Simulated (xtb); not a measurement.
# GFN-FF run of C6H8N2 (phenylhydrazine)

Wanted: a geometry optimisation of C6H8N2 (phenylhydrazine). 

The results are computed with xtb 6.7.1 later snapshot.

3 further runs of the same task are left out: 3 set aside as unsound or not needed.

**1. Starting point**

The species is C6H8N2 (16 atoms), meant as a singlet with charge 0. As SMILES, `NNc1ccccc1`. All atoms were displaced at random from a relaxed shape. The run starts from this shape.

Bond lengths: N1–N2 1.404 Å, N2–C3 1.365 Å, C3–C4 1.551 Å, C4–C5 1.483 Å, C5–C6 1.243 Å, C6–C7 1.356 Å, C3–C8 1.286 Å, C7–C8 1.389 Å, N1–H9 1.059 Å, N1–H10 0.906 Å, N2–H11 1.046 Å, C4–H12 1.036 Å, C5–H13 1.029 Å, C6–H14 1.149 Å, C7–H15 1.090 Å, C8–H16 1.231 Å. Some angles: N1–N2–C3 131.7°, N2–C3–C4 113.9°, N2–C3–C8 131.3°, C4–C3–C8 114.6°, C3–C4–C5 112.8°, C4–C5–C6 122.3°, C5–C6–C7 124.7°, C6–C7–C8 115.3°, C3–C8–C7 128.3°, N1–N2–H11 106.1°.

**2. A geometry optimisation at GFN-FF**

The input, coord:

```
$coord
      4.705531433886     -1.160915450141      2.511011382619  n
      2.177833769586     -1.872340644279      2.134577938594  n
      0.254092574717     -0.748274853568      0.833784960707  c
      1.152392785319      1.063764630074     -1.287451511446  c
     -0.946526021303      1.962839628388     -2.911538834733  c
     -3.203274753853      1.645781379198     -2.339178586107  c
     -4.021261604159      0.274029185332     -0.334632702149  c
     -2.154854699911     -1.034719539539      0.966462631917  c
      5.586937492934     -1.678964969946      0.789867725571  h
      4.846505002783      0.538949890743      2.370321272641  h
      1.532511195288     -2.546009110447      3.876905425498  h
      3.039227628974      1.075802185488     -1.810395421914  h
     -0.213350079470      2.989149886672     -4.392309328729  h
     -4.778021328026      2.401331678346     -3.627556063354  h
     -5.971024327764     -0.184531756070      0.146982897973  h
     -2.730427482949     -2.035726365014      2.985351537161  h
$end
```

Command:

```
$ xtb coord --opt extreme --gfnff > out.txt
```

Q: Predict the results. Wanted: steric energy; dipole moment; dispersion energy.

Answer, from the run:

Level: GFN-FF.

```
                           quantity          value
     steric energy (arbitrary zero)    -3.02867 Eh
dipole moment (from atomic charges)         1.17 D
                  dispersion energy  -24.34 kJ/mol
```

In words: At the final geometry: Bond lengths: N1–N2 1.401 Å, N2–C3 1.400 Å, C3–C4 1.394 Å, C4–C5 1.377 Å, C5–C6 1.382 Å, C6–C7 1.382 Å, C3–C8 1.396 Å, C7–C8 1.377 Å, N1–H9 1.010 Å, N1–H10 1.013 Å, N2–H11 1.020 Å, C4–H12 1.075 Å, C5–H13 1.078 Å, C6–H14 1.078 Å, C7–H15 1.078 Å, C8–H16 1.076 Å. Some angles: N1–N2–C3 120.7°, N2–C3–C4 120.8°, N2–C3–C8 120.6°, C4–C3–C8 118.6°, C3–C4–C5 120.6°, C4–C5–C6 120.1°, C5–C6–C7 120.0°, C6–C7–C8 120.1°, C3–C8–C7 120.6°, N1–N2–H11 107.6°. The optimisation took 64 steps and changed the energy by -2.907 eV.
